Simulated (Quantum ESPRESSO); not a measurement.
Input of a Quantum ESPRESSO 7.5 run:

Contents of pw.in:

```
&CONTROL
  calculation = 'scf'
  prefix = 'pwscf'
  outdir = './tmp'
  pseudo_dir = './pseudo'
  tprnfor = .true.
  disk_io = 'low'
/
&SYSTEM
  ibrav = 0
  celldm(1) = 8
  nat = 7
  ntyp = 1
  ecutwfc = 58
  nbnd = 55
  occupations = 'smearing'
  smearing = 'fd'
  degauss = 0.00183747
/
&ELECTRONS
  conv_thr = 7d-09
  electron_maxstep = 150
  mixing_beta = 0.3
  mixing_mode = 'local-TF'
/
ATOMIC_SPECIES
Hf   178.4900 Hf.upf
CELL_PARAMETERS alat
  0.7551105892172   0.0000000000000   0.0000000000000
 -0.3775552946081   0.6539449529284   0.0000000000000
  0.0000000000000   0.0000000000000   7.1274327810979
ATOMIC_POSITIONS crystal
Hf     0.6666666667    0.3333333334    0.2485633041
Hf     0.3333333333    0.6666666666    0.3323755361
Hf     0.6666666667    0.3333333334    0.4161877680
Hf     0.3333333333    0.6666666666    0.5000000000
Hf     0.6666666667    0.3333333334    0.5838122320
Hf     0.3333333333    0.6666666666    0.6676244639
Hf     0.6666666667    0.3333333334    0.7514366959
K_POINTS automatic
10 10 1 0 0 0
```

pp_density.in

```
&INPUTPP
  prefix = 'pwscf'
  outdir = './tmp'
  filplot = 'density.dat'
  plot_num = 0
/
&PLOT
  nfile = 1
  filepp(1) = 'density.dat'
  iflag = 3
  output_format = 6
  fileout = 'density.cube'
/
```

Contents of pp_potential.in:

```
&INPUTPP
  prefix = 'pwscf'
  outdir = './tmp'
  filplot = 'potential.dat'
  plot_num = 11
/
&PLOT
  nfile = 1
  filepp(1) = 'potential.dat'
  iflag = 3
  output_format = 6
  fileout = 'potential.cube'
/
```

File pp_elf.in:

```
&INPUTPP
  prefix = 'pwscf'
  outdir = './tmp'
  filplot = 'elf.dat'
  plot_num = 8
/
&PLOT
  nfile = 1
  filepp(1) = 'elf.dat'
  iflag = 3
  output_format = 6
  fileout = 'elf.cube'
/
```

Potentials or basis: PseudoDojo 0.4.1 SR PBE standard.

Launch:

```console
$ OMP_NUM_THREADS=1 mpirun -n 2 pw.x -nk 2 -in pw.in > pw.out
$ OMP_NUM_THREADS=1 mpirun -n 1 pp.x -in pp_density.in > pp_density.out
$ OMP_NUM_THREADS=1 mpirun -n 1 pp.x -in pp_potential.in > pp_potential.out
$ OMP_NUM_THREADS=1 mpirun -n 1 pp.x -in pp_elf.in > pp_elf.out
```

(1) What does it give for the work function of the upper face?

(2) Predict the work function of the lower face.

(3) Predict the largest force.

(4) Predict the band gap on the k mesh.

## Answers

(1) 4.38 eV.

(2) 4.38 eV.

(3) 0.771 eV/Å.

(4) none (metal or under the smearing width).
